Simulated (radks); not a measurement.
**Rh²⁺ in [Kr] 4d7: an all-electron calculation**

Aim: the levels, the sizes of the orbitals and the parts of the energy of the rhodium ion Rh2+.

Program: radks (a radial shooting solver on a logarithmic mesh, Libxc functionals) version 1. Level of theory: Dirac Kohn-Sham, LDA (Slater exchange, Perdew-Wang correlation), spin-unpolarised, spherical densities, finite nucleus; open shells fill j = l - 1/2 first. These are calculated values, not measurements, unless marked.

### 1 The atom as given

```
element            : rhodium (Z = 45)
charge             : +2
electrons          : 43
configuration      : [Kr] 4d7
nuclear rms radius : 4.4945 fm
```

### 2 Self-consistent calculation

Settings of this run:

```text
Z 45
configuration [Kr] 4d7
relativity Dirac
functional lda,pw
spin unpolarised
j_filling energy
nucleus finite rms 4.4945 fm
c 137.035999084
```

On the command line:

```sh
$ python run_ks.py task.json out
```

All runs below come from this command, one after another.

**Question.** What will this run give?

As calculated:

| quantity | value |
| --- | --- |
| total energy | -4779.33280 hartree |
| exchange-correlation share of it | 2.79 % |
| −T/E | 1.0422 |
| highest occupied level | 4d5/2, -25.752 eV |
| most extended occupied level | 4d5/2, <r> = 1.45 bohr |
| radius at density 0.001 e/bohr³ | 3.42 bohr |
| maxima of the radial density | 4 |
| ionisation energy, NIST | 31.060 (semi-emp.) eV |

The radial density shows 4 maxima for 4 occupied principal shells. −T/E is 1.042: with relativity the kinetic term as defined here no longer equals −E. The top level binds by 25.752 eV, 83 % of the NIST ionisation energy of 31.060 eV; the potential of a semilocal functional falls off too fast, so its top eigenvalue is too shallow. Spin polarisation and multiplet splitting are left out.
